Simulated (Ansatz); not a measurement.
# CHGeSi: the cost of one run

Method: the settings change from run to run; program: Ansatz 0.2.0, Gaussian basis.

25 further runs of the same task are left out: 11 that didn't finish, 14 set aside as unsound or not needed.

**1. The geometry**

The geometry is a PBE0/def2-TZVP stationary point (not a proven minimum) of the parent state, kept for this charge and spin. No spin-orbit coupling is included. The filled d shell of Ge may be among the frozen orbitals whatever the setting's name suggests; the logs give the count.

4 atoms, charge 0, spin multiplicity 2.

Atoms are counted from 1 here; the program's logs count them from 0.

Bond lengths: C1–Ge2 2.088 Å, C1–Si3 1.744 Å, C1–H4 1.081 Å, Ge2–Si3 2.391 Å. Angles: Ge2–C1–Si3 76.6°, Ge2–C1–H4 130.3°, Si3–C1–H4 153.1°, C1–Ge2–Si3 45.2°, C1–Si3–Ge2 58.2°.

**2. BCCD on ROHF/cc-pVDZ**

Input file in.yaml:

```yaml
crystal:
  periodic: [false, false, false]
  atoms:
    - {symbol: C, position_ang: [0.000000, -1.167235, -0.918730]}
    - {symbol: Ge, position_ang: [0.000000, 0.051595, 0.777104]}
    - {symbol: Si, position_ang: [0.000000, 0.446300, -1.580923]}
    - {symbol: H, position_ang: [0.000000, -2.245258, -1.005219]}
basis:
  gaussian: {orbitals: cc-pVDZ}
magnetization: {spin_polarized: false, initial_magnetization: 1}
correlation: {method: bccd, electrons: outside_noble_gas}
scf: {lower_state_search: off}
output: {forces: true}
```

Command:

```
$ ansatz run in.yaml --threads 1 --pin off --events-out ev --progress --plain --max-ram 2393MiB
```

What time and memory should one allow on 1 thread of Intel Xeon Platinum 8488C, shared host?

About 8.5 s, with a peak of 0.28 GiB.
